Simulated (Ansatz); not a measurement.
**C2H3BOSe: small, medium and large basis sets**

An exercise on one series of results from a longer session: the logs are not shown, and one member is left open.

The runs use Ansatz 0.2.0, Gaussian basis; one geometry, several basis sets.

Plan: PBE0-D4/def2-SVP; ωB97M-V/def2-SVP; PBE0-D4/def2-QZVPP; ωB97M-V/def2-QZVPP; the functionals' def2-TZVPP values are taken from earlier runs.

### Structure used throughout

The geometry comes from an earlier relaxation with PBE0-D4 in a triple-zeta def2 set; it is a stationary point, not always the lowest conformer.

SMILES `C=C1[Se]B1O`, 8 atoms, charge 0, spin multiplicity 1.

Atoms are counted from 1 here; the program's logs count them from 0.

Bond lengths: C1–C2 1.322 Å, C1–H6 1.086 Å, C1–H7 1.084 Å, C2–Se3 1.972 Å, C2–B4 1.488 Å, Se3–B4 1.921 Å, B4–O5 1.337 Å, O5–H8 0.962 Å. Angles: C2–C1–H6 119.6°, C2–C1–H7 123.1°, H6–C1–H7 117.4°, C1–C2–Se3 135.3°, C1–C2–B4 159.0°, Se3–C2–B4 65.7°, C2–Se3–B4 44.9°, C2–B4–Se3 69.4°, C2–B4–O5 150.0°, Se3–B4–O5 140.6°, B4–O5–H8 113.6°.

The first run:

Input file in.yaml:

```yaml
crystal:
  periodic: [false, false, false]
  atoms:
    - {symbol: C, position_ang: [0.693612, 1.394608, 0.290264]}
    - {symbol: C, position_ang: [0.440362, 0.117114, 0.065783]}
    - {symbol: Se, position_ang: [1.522176, -1.528331, -0.046012]}
    - {symbol: B, position_ang: [-0.346019, -1.113976, -0.218888]}
    - {symbol: O, position_ang: [-1.519336, -1.709609, -0.456514]}
    - {symbol: H, position_ang: [-0.123601, 2.110034, 0.295159]}
    - {symbol: H, position_ang: [1.690938, 1.776751, 0.473514]}
    - {symbol: H, position_ang: [-2.265932, -1.103692, -0.459207]}
basis:
  gaussian: {orbitals: def2-SVP}
hamiltonian: {xc: pbe0, dispersion: d4}
output: {orbitals: {seedname: orbitals}}
```

Steps of the session up to this table: PBE0-D4 in def2-SVP; ωB97M-V in def2-SVP; PBE0-D4 in def2-QZVPP; ωB97M-V in def2-QZVPP.

One of the session's tables, all rows but one given; the rest of the session is left out.

It belongs to the step «Functionals by basis». 

```
functional       basis  HOMO (eV)
   PBE0-D4    def2-SVP      -6.42
   PBE0-D4  def2-TZVPP      -6.53
   PBE0-D4  def2-QZVPP          ?
   ωB97M-V    def2-SVP      -8.40
   ωB97M-V  def2-TZVPP      -8.53
   ωB97M-V  def2-QZVPP      -8.55
```

Estimate the missing values for PBE0-D4, def2-QZVPP.

**Answer.** HOMO (eV): -6.55. In the column «HOMO (eV)» it lies between ωB97M-V, def2-SVP (-8.40) and PBE0-D4, def2-TZVPP (-6.53).
